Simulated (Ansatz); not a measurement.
The system is HfGe.

```xyz
2
Lattice="3.2197 0.0000 0.0000 0.0000 3.2197 0.0000 0.0000 0.0000 4.1084" Properties=species:S:1:pos:R:3 pbc="T T T"
Hf    1.6098    1.6098    0.0000
Ge    0.0000    0.0000    0.0000
```

The cell was built by a generator and needn't be a form met in nature.

- Program: Ansatz 0.2.0
- Task: relaxation of cell and atoms
- Functional: PBE0
- Potentials or basis: Ansatz PAW
- Cutoff: 420 eV (not typed: the program's choice for these potentials)
- k mesh: 4 × 4 × 4
- Occupations: fermi-dirac, width 0.05 eV
- Spin: no spin polarisation

At the start: volume 21.29 Å³/atom.

**Question.** Where does the relaxation end?

**Answer.** It ends after 10 steps and the volume is 28.71 Å³/atom (+34.8 %); space group P4/mmm (No. 123, to 0.05 Å).

The path:
```csv
step,energy change (eV),largest force (eV/Å),volume (Å³)
1,0.0000,0.0000,42.59
2,-1.8351,0.0000,46.88
3,-2.7360,0.0000,52.06
4,-2.9567,0.0000,56.51
5,-2.9608,0.0000,56.11
6,-2.9608,0.0000,56.33
7,-2.9980,0.0000,56.33
8,-3.0004,0.0000,57.17
9,-3.0005,0.0000,57.41
10,-3.0008,0.0000,57.41
```

Final structure:
```
CELL_PARAMETERS angstrom
3.69108 0.00000 0.00000
0.00000 3.69108 0.00000
0.00000 0.00000 4.21405
ATOMIC_POSITIONS crystal
Hf 0.50000 0.50000 0.00000
Ge 0.00000 0.00000 0.00000
```

Caveat: the k mesh is coarse (spacing up to 0.49 Å⁻¹), so the values aren't converged, least of all with exact exchange; the volume moved by over 15 % at a fixed basis, so the end points are rough; the plane-wave basis is chosen anew once the cell has moved, so the energies of steps on either side of that aren't comparable; the PAW data sets come from PBE, with cores solved anew for the run's functional, which leaves a small shift of forces and pressure.
